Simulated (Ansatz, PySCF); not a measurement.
BiCl3 in two programs

BiCl3 (singlet), relaxed with PySCF 2.14.0, RKS r2SCAN, Bi def2-SVP with ECP60, Cl def2-SVP; non-relativistic Hamiltonian with scalar-relativistic core potentials where named; density fitting; no spin-orbit coupling:

```xyz
4

Bi    0.0000    0.0000    0.5263
Cl    2.1745    0.0000   -0.6447
Cl   -1.0873    1.8832   -0.6447
Cl   -1.0873   -1.8832   -0.6447
```

There the HOMO–LUMO gap is 4.73 eV. 

The same geometry by Ansatz 0.2.0 (PBE, PAW, a periodic box with 9 Å of vacuum):

| spin-orbit coupling | gap (eV) | largest force component (eV/Å) |
| --- | --- | --- |
| without | 4.29 | 0.18 |

(1) What does the run with spin-orbit coupling give?

The spin-orbit runs use fully relativistic datasets of their own, so changes of a few hundredths of an eV needn't come from the coupling.

No frequency check is given that shows the relaxed geometry to be a minimum.

The two programs differ in functional, so their gaps don't test each other.

Results:

(1) gap (eV): 3.61, largest force component (eV/Å): 0.12. It took 14 s on 2 threads of Intel(R) Xeon(R) CPU @ 2.60GHz (Ice Lake) (shared host), peak memory 2 GiB.
